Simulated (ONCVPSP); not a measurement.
# Cu: the cost of one run

Program: ONCVPSP 4.0.1.1 (patched build). Reference atom: LDA (Perdew-Wang 92), scalar-relativistic, spherical and spin-unpolarised. All values are calculated.

## Step 1: The atom and the settings

The settings as typed:

```
element                 : copper (Cu, Z = 29)
type                    : optimised norm-conserving Vanderbilt (ONCV)
frozen core             : [Ne]
valence charge          : 19
reference configuration : 3s2 3p6 3d10 4s1
partial waves           : 3s+4s: rc 1.25 bohr, ncon 4, nbas 7, qcut 10.6 1/bohr, 2 projectors; 3p: rc 1.05 bohr, ncon 4, nbas 7, qcut 12.7 1/bohr, 2 projectors, debl 2.3 Ha; 3d: rc 0.95 bohr, ncon 3, nbas 8, qcut 14.6 1/bohr, 2 projectors, debl 0.4 Ha
local potential         : polynomial inside 0.95 bohr (lpopt 5, dvloc0 0 Ha)
core correction         : polynomial model core, fcfact 0.3
```

The nodes and maxima of the atom's own shells, from an earlier all-electron run, set the scale for the radii.

All-electron outer shells of the reference configuration (LDA (PZ), scalar-relativistic, ld1.x):

```
shell  level (eV)  outermost node (bohr)  outermost maximum (bohr)
   2p     -916.44                      –                      0.16
   3s     -114.15                   0.29                      0.61
   3p      -72.03                   0.26                      0.62
   3d       -5.32                      –                      0.60
   4s       -4.87                   0.89                      2.24
   4p       -0.79                   0.98                      3.52
```

## Step 2: The generation run

The input, Cu.dat:

```
# ATOM AND REFERENCE CONFIGURATION
# atsym  z   nc   nv     iexc    psfile
  Cu 29.00    3    4  -001012      upf
#
#   n    l    f
    1    0    2.00
    2    0    2.00
    2    1    6.00
    3    0    2.00
    3    1    6.00
    3    2   10.00
    4    0    1.00
#
# PSEUDOPOTENTIAL AND OPTIMIZATION
# lmax
    2
#
#   l,   rc,      ep,       ncon, nbas, qcut
    0    1.25    0.00    4    7   10.60
    1    1.05    0.00    4    7   12.70
    2    0.95    0.00    3    8   14.60
#
# LOCAL POTENTIAL
# lloc, lpopt,  rc(5),   dvloc0
    4    5    0.95    0.00
#
# VANDERBILT-KLEINMAN-BYLANDER PROJECTORs
# l, nproj, debl
    0    2    1.90
    1    2    2.30
    2    2    0.40
#
# MODEL CORE CHARGE
# icmod, fcfact, rcfact
    1    0.30    0.00
#
# LOG DERIVATIVE ANALYSIS
# epsh1, epsh2, depsh
   -6.00    5.00    0.04
#
# OUTPUT GRID
# rlmax, drl
    6.00    0.01
#
# TEST CONFIGURATIONS
# ncnf
    4
# nvcnf
#   n    l    f
    4
    3    0    2.00
    3    1    6.00
    3    2   10.00
    4    0    0.00
#
    4
    3    0    2.00
    3    1    6.00
    3    2    9.00
    4    0    0.00
#
    4
    3    0    2.00
    3    1    6.00
    3    2    8.00
    4    0    0.00
#
    4
    3    0    2.00
    3    1    6.00
    3    2    9.00
    4    0    1.00
#
```

Launch:

```console
$ oncvpsp.x < Cu.dat > Cu.out
```

**Question.** How long does this run take on 1 thread of AMD EPYC 9R45, shared host?

About 2.8 s.
